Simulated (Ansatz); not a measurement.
The system is MoI.

```xyz
2
Lattice="0.0000 3.1789 3.1789 3.1789 0.0000 3.1789 3.1789 3.1789 0.0000" Properties=species:S:1:pos:R:3 pbc="T T T"
Mo    0.0000    0.0000    0.0000
I     4.7683    4.7683    4.7683
```

The cell was built by a generator and needn't be a form met in nature.

- Program: Ansatz 0.2.0
- Task: relaxation of cell and atoms
- Functional: PBE
- Potentials or basis: Ansatz PAW
- Cutoff: 420 eV (not typed: the program's choice for these potentials)
- k mesh: 7 × 7 × 7
- Occupations: fermi-dirac, width 0.05 eV
- Spin: no spin polarisation
- Hubbard terms: Mo d U = 4 eV

At the start: volume 32.12 Å³/atom.

How do energy, volume and symmetry change on relaxing?

It ends after 5 steps and the volume is 30.59 Å³/atom (-4.8 %); space group F-43m (No. 216, to 0.05 Å).

The path:
```tsv
step	energy change (eV)	largest force (eV/Å)	volume (Å³)
1	0.0000	0.0000	64.25
2	-0.0137	0.0000	59.32
3	-0.0231	0.0000	61.37
4	-0.0232	0.0000	61.18
5	-0.0228	0.0000	61.18
```

Final structure:
```
Mo I
1.0
     0.00000    3.12751    3.12751
     3.12751    0.00000    3.12751
     3.12751    3.12751    0.00000
Mo I
1 1
Cartesian
  0.0000 0.0000 0.0000
  4.6913 4.6913 4.6913
```

Caveat: the plane-wave basis is chosen anew once the cell has moved, so the energies of steps on either side of that aren't comparable; an odd number of electrons without spin polarisation forces a metal; a magnetic or distorted state may lie lower; U without spin polarisation on a metal has little footing.
